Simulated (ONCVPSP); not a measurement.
# An ONCV potential for silicon, from input to tests

Aim: build the potential from the settings below, then test how well it stands in for the atom: other configurations, scattering, ghost states and the plane-wave cutoff that it needs.

Method: ONCVPSP 4.0.1.1 (patched build), PBEsol, scalar-relativistic.

## 1. Settings

The settings as typed:

```
element                 : silicon (Si, Z = 14)
type                    : optimised norm-conserving Vanderbilt (ONCV)
frozen core             : [Ne]
valence charge          : 4
reference configuration : 3s2 3p2
partial waves           : 3s: rc 1.70 bohr, ncon 4, nbas 7, qcut 3.5 1/bohr, 1 projector; 3p: rc 1.85 bohr, ncon 5, nbas 9, qcut 4.6 1/bohr, 2 projectors, debl 1.6 Ha; d scattering state at 0.07 Ha: rc 1.45 bohr, ncon 3, nbas 7, qcut 6.2 1/bohr, 2 projectors, debl 3.5 Ha
local potential         : polynomial inside 1.00 bohr (lpopt 5, dvloc0 -1 Ha)
core correction         : not asked for
```

The outer shells as boxes (Hund's rule for the drawing; the calculation is spin-unpolarised):

```
[Ne] core
3s [↑↓]
3p [↑ ][↑ ][  ]
```

An earlier all-electron run gives the scale for the radii.

All-electron outer shells of the reference configuration (PBEsol, scalar-relativistic, ld1.x):

```csv
shell,level (eV),outermost node (bohr),outermost maximum (bohr)
2s,-139.13,0.15,0.45
2p,-95.42,–,0.39
3s,-10.77,0.72,1.80
3p,-4.06,0.72,2.17
```

## 2. The generation run

Si.dat

```
# ATOM AND REFERENCE CONFIGURATION
# atsym  z   nc   nv     iexc    psfile
  Si 14.00    3    2  -116133      upf
#
#   n    l    f
    1    0    2.00
    2    0    2.00
    2    1    6.00
    3    0    2.00
    3    1    2.00
#
# PSEUDOPOTENTIAL AND OPTIMIZATION
# lmax
    2
#
#   l,   rc,      ep,       ncon, nbas, qcut
    0    1.70    0.00    4    7    3.50
    1    1.85    0.00    5    9    4.60
    2    1.45    0.07    3    7    6.20
#
# LOCAL POTENTIAL
# lloc, lpopt,  rc(5),   dvloc0
    4    5    1.00   -1.00
#
# VANDERBILT-KLEINMAN-BYLANDER PROJECTORs
# l, nproj, debl
    0    1    2.90
    1    2    1.60
    2    2    3.50
#
# MODEL CORE CHARGE
# icmod, fcfact, rcfact
    0    0.00    0.00
#
# LOG DERIVATIVE ANALYSIS
# epsh1, epsh2, depsh
   -2.00    5.00    0.02
#
# OUTPUT GRID
# rlmax, drl
    6.00    0.01
#
# TEST CONFIGURATIONS
# ncnf
    4
# nvcnf
#   n    l    f
    2
    3    0    2.00
    3    1    1.00
#
    2
    3    0    2.00
    3    1    0.00
#
    2
    3    0    1.00
    3    1    0.00
#
    2
    3    0    1.00
    3    1    3.00
#
```

The run is started by

```bash
oncvpsp.x < Si.dat > Si.out
```

Q: Predict the outcome of this session. Wanted: cutoffs for 1 and 0.1 mHa per electron, occupied waves; bound ghosts; GHOST(+) flags; configuration tests; largest phase difference near zero energy, channels read.

**Answer**, as computed:

```
                                                quantity                                                                     value
  cutoffs for 1 and 0.1 mHa per electron, occupied waves                                                           13 Ha and 34 Ha
                                            bound ghosts  none below the valence levels; a pole at negative energy in s is suspect
                                          GHOST(+) flags                                                                s at -6 eV
                                     configuration tests                                               no usable energy difference
largest phase difference near zero energy, channels read                                                                 3.115 rad
```

What this shows: Of the tests 4 gave no usable energy difference, which is a warning in itself. It counts as soft on the atom at that tolerance, with 13 Ha needed at the looser tolerance. The tighter tolerance needs 34 Ha, and converged work needs a cutoff nearer that. At the looser tolerance the 3s wave is the slowest; 3p needs 3 Ha. The ghost test, which looks below the valence levels, finds nothing, but the pseudo curve has an extra pole at negative energy (s at -0.23 Ha): a spurious bound state among the atom's levels is likely, and the file can't be cleared. Near zero energy the largest phase difference among the channels read is 3.12 rad, in the s channel. A step near π is an extra or missing state, not a misfit of shape. The pseudo curves have a pole with no partner nearby in the atom's: s at -0.23 Ha. The program also flags highly localised states, GHOST(+) (s). These are tests on the free atom; a crystal test is still owed.
